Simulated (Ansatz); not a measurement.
# GeH2 (singlet): from Hartree-Fock to the top rungs at distance Ge1–H3 = 1.276 Å, cc-pVDZ

Aim: climb from Hartree-Fock through coupled cluster and multireference methods for GeH2 (singlet) at one geometry and basis, and see what each rung misses.

Method: cc-pVDZ, core rule «outside noble gas», up to 14 orbitals frozen; program: Ansatz 0.2.0, Gaussian basis.

Plan: UHF; CCSD(T) on RHF; CCSD(T) on UHF; BCCD(T) on RHF; CISD; CCSDT(Q) on RHF; CCSDT(Q) on UHF; CCSDTQ on RHF; CASSCF and MRCISD+Q, 2 electrons in 2 orbitals; CASSCF and NEVPT2, 2 electrons in 2 orbitals; CASSCF and MRCISD+Q, 6 electrons in 6 orbitals; CASSCF and MRCISD+Q(relaxed), 6 electrons in 6 orbitals; CASSCF and NEVPT2, 6 electrons in 6 orbitals; Full CI.

17 further runs of the same task are left out: 1 for a mislabelled method, 13 that didn't finish, 3 set aside as unsound or not needed.

### Step 1. What is computed

The geometry derives from a PBE0/def2-TZVP stationary point (not a proven minimum). One bond is set to the value named and the two fragments are kept rigid. No spin-orbit coupling is included. The filled d shell of Ge may be among the frozen orbitals whatever the setting's name suggests; the logs give the count.

3 atoms, charge 0, spin multiplicity 1.

Atoms are counted from 1 here; the program's logs count them from 0.

Bond lengths: Ge1–H2 1.594 Å, Ge1–H3 1.276 Å. Angles: H2–Ge1–H3 90.6°.

### Step 2. UHF

in.yaml

```yaml
crystal:
  periodic: [false, false, false]
  atoms:
    - {symbol: Ge, position_ang: [0.000000, -0.027246, 0.003054]}
    - {symbol: H, position_ang: [0.000000, 1.093604, -1.130434]}
    - {symbol: H, position_ang: [0.000000, 0.869945, 0.910371]}
basis:
  gaussian: {orbitals: cc-pVDZ}
magnetization: {spin_polarized: true, initial_magnetization: 0}
hamiltonian: {xc: hf}
output: {orbitals: {seedname: orbitals}}
```

Command:

```sh
$ ansatz run in.yaml --threads 1 --pin off --events-out ev --progress --plain --max-ram 2393MiB
```

The runs that follow: CCSD(T) on RHF; CCSD(T) on UHF; BCCD(T) on RHF; CISD; CCSDT(Q) on RHF; CCSDT(Q) on UHF; CCSDTQ on RHF; CASSCF and MRCISD+Q, 2 electrons in 2 orbitals; CASSCF and NEVPT2, 2 electrons in 2 orbitals; CASSCF and MRCISD+Q, 6 electrons in 6 orbitals; CASSCF and MRCISD+Q(relaxed), 6 electrons in 6 orbitals; CASSCF and NEVPT2, 6 electrons in 6 orbitals; Full CI.

Before running them: what should the planned runs give, taken together? Wanted: FCI below the RHF energy; RMP2 from FCI; RCCSD from FCI; RCCSD(T) from FCI; RCCSDT(Q) from FCI; NEVPT2 pair from FCI; NEVPT2 valence from FCI; MRCISD+Q valence from FCI; T1 diagnostic.

The runs gave:

```
                         quantity                                                                                       value
         FCI below the RHF energy                                                                                  -3.0176 eV
                    RMP2 from FCI                                                                                  +760.8 meV
                   RCCSD from FCI                                                                                   +64.9 meV
                RCCSD(T) from FCI                                                                                   +15.3 meV
               RCCSDT(Q) from FCI                                                                                    +0.5 meV
             NEVPT2 pair from FCI                                                                                  +678.0 meV
          NEVPT2 valence from FCI                                                                                  +555.7 meV
        MRCISD+Q valence from FCI                                                                                    -6.2 meV
levels within 1 kcal/mol (43 meV)  RCCSD(T), BCCD(T), RCCSDT, RCCSDT(Q), RCCSDTQ, MRCISD+Q valence, MRCISD+Q(relaxed) valence
                    T1 diagnostic                                                                                       0.012
   effectively unpaired electrons                                                                                        0.07
```

RCCSD(T) lands +15.3 meV from the yardstick (0.5 % of the correlation energy). MRCISD+Q valence, MRCISD+Q(relaxed) valence fall below full CI: the +Q correction isn't variational, and the cores differ from full CI's. One determinant dominates. Of the multireference levels listed MRCISD+Q valence comes nearest in total energy (-6.2 meV), which doesn't show that its space is the better one. These misses are within one basis, not against nature.
